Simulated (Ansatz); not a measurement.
Born–Oppenheimer molecular dynamics of a periodic cell of 27 atoms, H7S4O16 (host H2SO4, host structure P2_1/c, one H atom removed), cell charge -1. It goes on from the last frame of an earlier run, with new velocities.

Method: DFT PBE, scalar-relativistic, plane waves, PAW (Ansatz). Settings: accuracy low, cutoff 420 eV, k mesh 1x2x1, fermi-dirac smearing 0.05 eV, no spin polarisation.

- ensemble: NVE (velocity Verlet)
- time step: 0.5 fs
- steps asked: 380
- starting velocities drawn for: 1120 K
- seed: 401910

Frames 5 fs apart, positions in Å, forces in eV/Å.

Velocities at 30.0 fs (Å/ps):

```
H 34.66 12.47 -8.74
H -28.66 -1.08 6.07
H -25.30 29.84 28.14
H -13.89 -38.61 50.81
H -38.81 -70.93 -4.88
H -16.87 -0.01 58.34
H -29.22 46.69 -8.00
S 4.90 0.43 3.53
S 3.54 -5.89 -2.79
S 0.26 6.64 -9.44
S 6.07 -6.06 -3.44
O 10.84 -4.08 1.48
O -3.84 -1.70 -3.06
O -9.90 2.62 -16.09
O 0.24 -0.35 12.48
O -1.37 -6.00 -2.93
O -3.90 -3.30 6.78
O 9.26 -3.61 -6.09
O 12.14 13.08 2.54
O -0.36 3.68 -5.13
O -3.11 6.02 -0.89
O -0.59 4.80 7.39
O -6.84 6.20 12.07
O -1.61 4.25 -3.53
O -1.62 -3.95 -1.11
O -16.23 -1.17 3.40
O -5.26 -5.35 9.32
```

```xyz
27
Lattice="7.7722 0.0000 0.0000 0.0000 4.5944 0.0000 -2.7231 0.0000 8.3027" Properties=species:S:1:pos:R:3:forces:R:3 time_fs=30.0 energy_less_start_eV=0.322 T=1024
H 1.835 3.734 7.213 0.83 0.61 -0.34
H 3.478 2.892 3.572 0.14 -0.54 0.30
H 2.878 1.165 0.670 0.97 0.81 1.25
H 6.011 3.229 3.077 -0.06 -1.28 -1.41
H 0.709 1.608 1.645 -0.90 -1.63 0.61
H -0.759 0.960 5.781 -0.10 -0.47 -0.32
H 4.640 3.222 7.573 1.34 0.12 -0.49
S 0.022 2.958 5.288 -2.17 2.02 5.95
S 3.810 0.324 6.968 -2.35 2.72 -2.41
S 4.827 1.563 2.492 -7.13 3.58 2.14
S 1.578 4.223 1.709 1.64 0.70 1.15
O -0.977 1.904 6.011 0.18 0.24 -1.13
O 3.958 2.077 3.931 2.11 0.02 -3.02
O 2.597 4.312 7.773 0.75 -0.45 -0.43
O 2.339 0.362 0.553 -1.18 -2.52 -1.05
O 2.416 4.078 2.924 -1.37 0.76 -2.12
O 3.919 2.031 1.458 -0.11 -0.35 -0.93
O 3.636 0.407 5.515 -0.37 -1.75 1.93
O 0.952 3.123 6.477 -0.58 -0.02 -1.42
O 1.004 3.019 1.138 0.35 -0.91 0.13
O 5.167 0.234 2.578 1.13 -3.59 0.52
O 3.935 1.652 7.537 0.69 0.60 1.01
O -0.918 4.106 5.092 0.94 -0.59 -0.18
O 5.978 2.446 2.372 4.46 3.59 1.90
O 0.368 0.564 1.887 0.62 2.45 0.12
O 0.639 2.581 4.100 1.36 -2.07 -2.79
O 5.087 4.121 7.297 -1.18 -2.04 1.06
27
Lattice="7.7722 0.0000 0.0000 0.0000 4.5944 0.0000 -2.7231 0.0000 8.3027" Properties=species:S:1:pos:R:3:forces:R:3 time_fs=35.0 energy_less_start_eV=0.247 T=1045
H 2.006 3.791 7.079 -1.08 -0.82 -1.11
H 3.368 2.817 3.628 -0.08 0.26 -0.27
H 2.803 1.282 0.916 -0.02 -1.64 -0.11
H 5.971 2.965 3.203 0.82 1.38 1.03
H 0.516 1.421 1.601 0.51 2.31 -0.51
H -0.812 0.864 5.993 0.43 0.67 -1.06
H 4.589 3.239 7.556 0.88 -1.52 0.12
S 0.037 2.969 5.329 -2.23 1.59 4.36
S 3.818 0.310 6.946 -1.62 5.25 -0.69
S 4.805 1.604 2.457 -3.11 -1.24 4.82
S 1.611 4.194 1.695 -1.34 0.61 0.50
O -0.925 1.891 6.014 -0.45 -0.08 -0.04
O 3.954 2.069 3.894 2.50 -0.54 -2.18
O 2.561 4.327 7.696 2.83 1.13 1.21
O 2.338 0.353 0.607 1.22 1.23 -1.08
O 2.400 4.054 2.897 -0.24 0.48 -0.35
O 3.894 2.016 1.478 -2.01 1.30 -3.68
O 3.680 0.376 5.500 -0.32 -1.40 1.57
O 1.004 3.187 6.475 -1.56 -0.71 -2.28
O 1.006 3.032 1.114 0.58 -1.33 0.09
O 5.158 0.242 2.577 0.28 -0.35 0.10
O 3.936 1.672 7.577 0.37 -1.78 -0.39
O -0.943 4.129 5.152 1.62 -1.53 0.21
O 6.000 2.490 2.367 2.06 0.65 -0.31
O 0.357 0.538 1.889 -0.52 -2.19 1.52
O 0.570 2.559 4.093 1.09 -1.32 -1.85
O 5.058 4.091 7.348 -0.62 -0.41 0.36
27
Lattice="7.7722 0.0000 0.0000 0.0000 4.5944 0.0000 -2.7231 0.0000 8.3027" Properties=species:S:1:pos:R:3:forces:R:3 time_fs=40.0 energy_less_start_eV=0.355 T=1015
H 2.024 3.762 6.801 0.32 0.90 1.43
H 3.273 2.754 3.641 0.67 -0.24 -0.29
H 2.764 1.115 1.152 1.08 0.71 -0.57
H 6.105 2.874 3.356 0.66 0.00 -1.82
H 0.442 1.584 1.522 0.26 -3.02 1.33
H -0.766 0.852 5.964 0.36 0.40 -0.98
H 4.720 2.970 7.549 0.13 1.78 -0.68
S 0.035 2.990 5.399 -1.84 -0.72 -3.14
S 3.815 0.332 6.920 -0.12 1.23 3.54
S 4.758 1.639 2.455 0.81 -1.95 3.36
S 1.634 4.169 1.685 -5.45 1.01 -0.21
O -0.879 1.880 6.016 -0.56 0.21 0.84
O 3.985 2.057 3.824 0.93 0.41 -0.88
O 2.560 4.353 7.628 1.23 -0.02 -1.20
O 2.353 0.354 0.644 0.90 -0.11 -2.11
O 2.382 4.036 2.866 1.52 -0.12 2.08
O 3.843 2.018 1.447 -0.79 1.28 -2.53
O 3.719 0.325 5.505 -0.34 -0.39 -0.96
O 1.036 3.240 6.442 -0.83 -0.99 -0.60
O 1.017 3.023 1.090 0.61 -2.23 -0.19
O 5.154 0.243 2.577 -0.56 2.21 -0.13
O 3.943 1.670 7.613 0.74 -0.86 -0.90
O -0.944 4.130 5.215 1.47 -1.12 0.48
O 6.053 2.552 2.370 -0.93 -0.18 2.15
O 0.340 0.493 1.909 0.92 2.81 -0.48
O 0.516 2.519 4.063 -0.18 0.51 2.48
O 5.019 4.053 7.403 -1.01 -1.49 -0.03
27
Lattice="7.7722 0.0000 0.0000 0.0000 4.5944 0.0000 -2.7231 0.0000 8.3027" Properties=species:S:1:pos:R:3:forces:R:3 time_fs=45.0 energy_less_start_eV=0.154 T=1075
H 2.082 3.900 6.804 -0.61 -0.26 0.23
H 3.284 2.683 3.582 -0.25 0.63 -0.14
H 2.941 1.032 1.238 0.26 0.28 -1.34
H 6.400 2.839 3.269 0.62 0.20 1.31
H 0.432 1.299 1.656 0.94 6.70 -2.05
H -0.639 0.917 5.706 -0.25 -0.02 -0.10
H 4.891 3.041 7.405 -0.96 -1.40 -0.31
S 0.021 3.008 5.450 -0.75 -1.82 -5.37
S 3.812 0.366 6.918 1.80 0.11 2.52
S 4.717 1.661 2.476 3.02 -0.84 -1.68
S 1.620 4.151 1.673 -3.49 -0.45 -1.31
O -0.841 1.873 6.030 -0.63 -0.43 1.02
O 4.031 2.049 3.744 -0.76 0.89 2.24
O 2.578 4.379 7.547 0.01 0.39 1.31
O 2.381 0.358 0.652 0.23 -0.29 -0.69
O 2.384 4.018 2.862 0.96 0.00 1.75
O 3.782 2.039 1.381 2.16 0.62 0.77
O 3.753 0.267 5.500 -0.12 0.21 -0.95
O 1.055 3.278 6.399 0.18 -0.91 0.22
O 1.037 2.986 1.066 0.90 -0.71 0.59
O 5.143 0.274 2.576 -0.63 2.01 -0.31
O 3.961 1.652 7.635 0.76 -1.24 -1.32
O -0.925 4.115 5.284 0.01 0.51 -0.01
O 6.093 2.609 2.392 -2.84 -1.94 -1.94
O 0.334 0.473 1.927 -0.38 -6.87 2.65
O 0.461 2.485 4.065 -0.46 1.08 3.20
O 4.967 3.997 7.458 0.26 3.54 -0.29
27
Lattice="7.7722 0.0000 0.0000 0.0000 4.5944 0.0000 -2.7231 0.0000 8.3027" Properties=species:S:1:pos:R:3:forces:R:3 time_fs=50.0 energy_less_start_eV=0.904 T=851
H 1.965 3.966 6.812 0.11 0.15 0.13
H 3.286 2.722 3.498 0.24 0.31 0.22
H 3.190 1.046 1.060 -0.74 -0.15 -0.50
H 6.762 2.784 3.243 -1.33 -1.09 -1.18
H 0.534 1.549 1.644 -0.24 -2.69 0.74
H -0.578 0.991 5.456 -0.98 0.59 1.56
H 4.870 2.982 7.174 -0.59 2.01 0.74
S 0.000 3.011 5.463 -0.06 -1.67 -3.17
S 3.821 0.398 6.932 2.08 -3.43 -1.83
S 4.699 1.676 2.485 5.06 1.06 -5.24
S 1.581 4.133 1.654 1.11 1.74 0.75
O -0.812 1.858 6.058 -0.03 -1.75 -0.14
O 4.061 2.058 3.697 -3.92 2.87 4.83
O 2.599 4.414 7.489 -1.91 0.10 2.51
O 2.411 0.353 0.647 -1.11 -1.77 -0.36
O 2.399 3.998 2.882 -0.57 -0.31 -0.31
O 3.751 2.070 1.324 3.28 0.32 2.01
O 3.786 0.213 5.483 0.21 1.05 0.79
O 1.076 3.302 6.358 0.13 -1.54 -0.04
O 1.069 2.932 1.048 0.02 -1.63 0.37
O 5.123 0.333 2.570 0.01 -0.76 -0.46
O 3.991 1.621 7.640 1.19 1.71 -0.14
O -0.906 4.109 5.352 -1.39 1.99 -0.67
O 6.098 2.642 2.402 -1.53 -1.15 0.12
O 0.330 0.417 1.963 0.83 3.13 -0.83
O 0.399 2.467 4.111 -0.21 0.80 1.09
O 4.915 3.979 7.511 0.33 0.10 -1.00
27
Lattice="7.7722 0.0000 0.0000 0.0000 4.5944 0.0000 -2.7231 0.0000 8.3027" Properties=species:S:1:pos:R:3:forces:R:3 time_fs=55.0 energy_less_start_eV=0.485 T=974
H 1.826 4.024 6.784 1.12 0.78 0.78
H 3.318 2.846 3.457 0.29 -0.11 0.26
H 3.281 1.038 0.777 -0.83 0.11 1.05
H 6.861 2.515 3.034 -0.75 -0.52 0.35
H 0.583 1.299 1.772 0.16 2.07 -0.47
H -0.707 1.112 5.470 -0.11 -2.37 -0.83
H 4.720 3.162 7.072 0.02 -1.47 -0.13
S -0.022 3.005 5.452 -0.91 0.61 -0.01
S 3.844 0.407 6.935 0.10 -3.09 -2.52
S 4.715 1.700 2.459 1.53 3.61 -2.73
S 1.551 4.123 1.638 4.75 -1.95 0.86
O -0.786 1.824 6.089 -0.65 1.81 2.50
O 4.041 2.105 3.713 -2.25 2.17 1.41
O 2.596 4.453 7.472 -2.73 -0.18 1.67
O 2.425 0.324 0.636 -1.76 -1.55 -0.60
O 2.406 3.976 2.899 -1.83 0.28 -1.57
O 3.769 2.105 1.295 3.19 -0.25 1.73
O 3.821 0.174 5.476 0.53 1.23 1.41
O 1.098 3.302 6.316 -0.08 -2.16 -0.30
O 1.103 2.861 1.038 0.22 1.21 1.19
O 5.104 0.379 2.557 0.89 -3.17 -0.22
O 4.039 1.612 7.641 1.30 2.50 0.04
O -0.905 4.127 5.411 -1.25 0.64 -0.72
O 6.077 2.657 2.408 -1.90 -0.81 -1.12
O 0.335 0.399 1.991 -0.85 -0.98 0.24
O 0.336 2.458 4.173 0.88 -0.51 -2.26
O 4.870 3.976 7.550 0.93 2.08 -0.02
27
Lattice="7.7722 0.0000 0.0000 0.0000 4.5944 0.0000 -2.7231 0.0000 8.3027" Properties=species:S:1:pos:R:3:forces:R:3 time_fs=60.0 energy_less_start_eV=0.050 T=1106
H 1.873 4.213 6.871 -1.61 -0.97 -1.64
H 3.404 2.962 3.474 -0.40 0.21 0.06
H 3.174 1.042 0.715 -0.76 -0.19 1.19
H 6.775 2.123 2.861 -0.76 1.04 -0.04
H 0.673 1.410 1.824 -0.74 -1.65 0.08
H -0.879 0.928 5.506 0.53 0.93 1.42
H 4.575 3.151 7.016 1.11 0.43 1.87
S -0.050 3.000 5.442 -0.33 -0.33 3.42
S 3.869 0.395 6.921 -0.29 0.23 -0.13
S 4.742 1.748 2.413 -1.71 1.08 0.81
S 1.552 4.101 1.630 3.92 -1.91 2.48
O -0.768 1.803 6.144 -0.94 0.12 0.07
O 3.989 2.183 3.753 0.86 -0.10 -1.32
O 2.558 4.493 7.483 0.54 1.36 3.09
O 2.415 0.273 0.616 -1.05 -0.79 -1.10
O 2.387 3.957 2.893 -1.92 0.70 -1.99
O 3.832 2.138 1.290 1.79 -0.13 0.46
O 3.864 0.153 5.489 0.24 0.98 0.65
O 1.118 3.272 6.269 -0.04 -0.83 -0.35
O 1.139 2.804 1.044 -0.08 1.43 1.01
O 5.096 0.385 2.541 0.42 -0.66 -0.03
O 4.105 1.637 7.641 0.33 0.28 -1.30
O -0.924 4.157 5.459 -1.38 -0.15 -1.07
O 6.030 2.659 2.401 0.46 -1.23 -0.14
O 0.331 0.374 2.018 0.65 2.57 -1.02
O 0.284 2.443 4.201 0.92 -1.10 -4.81
O 4.837 3.994 7.585 0.22 -1.30 -1.68
27
Lattice="7.7722 0.0000 0.0000 0.0000 4.5944 0.0000 -2.7231 0.0000 8.3027" Properties=species:S:1:pos:R:3:forces:R:3 time_fs=65.0 energy_less_start_eV=-0.135 T=1160
H 1.748 4.253 6.765 1.07 -0.34 1.07
H 3.430 3.096 3.513 0.12 -0.46 0.06
H 2.912 1.022 0.913 0.14 0.00 -0.06
H 6.584 1.935 2.721 1.36 0.68 0.53
H 0.681 1.464 1.831 -0.74 -2.31 0.11
H -0.942 0.878 5.783 0.62 0.02 -0.45
H 4.622 3.068 7.255 0.17 -0.32 0.57
S -0.082 2.993 5.452 -0.61 -1.43 0.07
S 3.890 0.383 6.906 -2.27 1.37 3.12
S 4.758 1.803 2.373 -3.48 -3.42 4.25
S 1.581 4.066 1.639 -0.65 -1.13 1.78
O -0.763 1.789 6.206 -0.51 2.52 1.46
O 3.946 2.263 3.776 1.56 -0.61 -2.08
O 2.517 4.548 7.528 -0.45 0.80 -1.09
O 2.388 0.209 0.580 -0.09 0.12 -0.98
O 2.342 3.948 2.860 -0.01 0.68 0.16
O 3.921 2.169 1.291 -1.22 0.66 -2.24
O 3.911 0.146 5.509 0.03 0.66 -1.35
O 1.139 3.229 6.219 0.49 0.13 0.28
O 1.174 2.767 1.065 -0.25 0.94 0.60
O 5.094 0.382 2.525 -0.20 2.30 0.00
O 4.177 1.667 7.622 -0.04 -1.27 -1.87
O -0.962 4.183 5.491 -0.21 -2.21 -0.93
O 5.987 2.646 2.388 2.35 0.44 -0.34
O 0.330 0.366 2.035 1.56 2.40 -1.48
O 0.245 2.415 4.165 -0.25 0.33 -1.35
O 4.813 4.005 7.604 1.49 -0.57 0.15
```

Of the whole run (190 fs, mean temperature of the second half 1003 K): The conserved energy stayed within 0.4 meV per atom of its start (net change -0.15 meV per atom), so the integration is sound. A run of 0.19 ps of so small a system gives no equilibrium averages. Limits of this set-up: coarse k mesh, low accuracy level, charged cell in a uniform background, uncorrected.

The run took 10 min on 1 thread of Intel(R) Xeon(R) Platinum 8488C (Sapphire Rapids), with other jobs on the host, peak memory 0.59 GiB.
